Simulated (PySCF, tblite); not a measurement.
**C₅H₁₁O₂P: geometry, infrared bands and NMR shifts**

What infrared bands and NMR shifts should C₅H₁₁O₂P (`CO[C@@H]1CCC[P@H]1=O`) show?

Computed with tblite 0.8.0 and PySCF 2.14.0, with density-fitted response routines of our own, on a single molecule in the gas phase. Atoms count from 0, in the outputs and in this text.

### 1 Starting geometry

19 atoms, charge 0, multiplicity 1; geometry from: force field or distance geometry start.

Bonds of the start (Å): C0–O1 1.41, O1–C2 1.43, C2–C3 1.52, C3–C4 1.53, C4–C5 1.53, C5–P6 1.83, P6–O7 1.50, P6–C2 1.85, C0–H8 1.10, C0–H9 1.10, C0–H10 1.09, C2–H11 1.10, C3–H12 1.11, C3–H13 1.09, C4–H14 1.09, C4–H15 1.10, C5–H16 1.09, C5–H17 1.09, P6–H18 1.42.

### 2 Relaxing the molecule with GFN2-xTB

The job: settings as JSON, then the geometry in Å.

```
{"job": {"kind": "relax", "xc": "GFN2-xTB", "basis": "xTB"}, "charge": 0, "multiplicity": 1}
C     -2.559600     0.432800     0.870800
O     -1.321400    -0.210200     1.051700
C     -0.579800    -0.347100    -0.162300
C      0.484400    -1.415700    -0.005300
C      1.636300    -0.781500     0.784000
C      1.938900     0.526200     0.049400
P      0.316800     1.248200    -0.399000
O      0.334400     1.620100    -1.855600
H     -3.208600    -0.167400     0.224100
H     -3.057000     0.535400     1.850800
H     -2.431800     1.431700     0.444100
H     -1.261800    -0.576900    -0.999900
H      0.096200    -2.297300     0.546300
H      0.849900    -1.741600    -0.984500
H      2.512200    -1.422700     0.814800
H      1.323000    -0.569400     1.818400
H      2.506300     0.334900    -0.864500
H      2.513500     1.215200     0.674300
H     -0.101700     2.194600     0.570900
```

Started as:

```console
$ OMP_NUM_THREADS=1 python probes_run.py task.json out
```

This one command runs all jobs of the session in turn.

**Question.** This job is followed by: GFN2-xTB harmonic vibrations, gas phase; GIAO PBE0/pcSseg-1 NMR shielding, non-relativistic, gas phase. Predict these results of the whole session: strongest single infrared mode (GFN2-xTB); zero-point energy (GFN2-xTB); ¹³C shifts against TMS (PBE0/pcSseg-1); ¹H shifts against TMS (PBE0/pcSseg-1, means over atoms taken as alike); ¹⁷O shifts against H2O (PBE0/pcSseg-1); ³¹P shifts against H3PO4 (PBE0/pcSseg-1); surface potential, 1st and 99th percentile.

As calculated:

| quantity | value |
| --- | --- |
| strongest single infrared mode (GFN2-xTB) | 1290 cm⁻¹, 229 km/mol |
| zero-point energy (GFN2-xTB) | 97.3 kcal/mol |
| ¹³C shifts against TMS (PBE0/pcSseg-1) | 84.3, 60.2, 37.0, 32.7, 22.8 ppm |
| ¹H shifts against TMS (PBE0/pcSseg-1, means over atoms taken as alike) | 7.30, 3.68, 3.63, 2.12, 2.01, 1.84, 1.75, 1.45, 1.44 ppm |
| ¹⁷O shifts against H2O (PBE0/pcSseg-1) | 107.6, 30.4 ppm |
| ³¹P shifts against H3PO4 (PBE0/pcSseg-1) | 32.1 ppm |
| surface potential, 1st and 99th percentile | -2.26 V and 0.98 V |

What this shows: Relaxing lowered the energy by 0.312 eV in 88 steps; the close pair that moved most is P6–O7, from 1.503 to 1.466 Å. All 51 modes are real, so the xTB geometry is a minimum. The strongest single mode, at 1290 cm⁻¹, moves mainly O7 and P6. GFN2-xTB is a fitted tight-binding method: band positions and strengths are rough. Its intensities can rank the bands wrongly. The most deshielded carbon is C2 (sp3 CH bonded to O and P), at 84.3 ppm: deshielded by the electronegative neighbour. At PBE0/pcSseg-1: Shielding is most anisotropic at P6 (span 303 ppm, paramagnetic term -678 ppm).
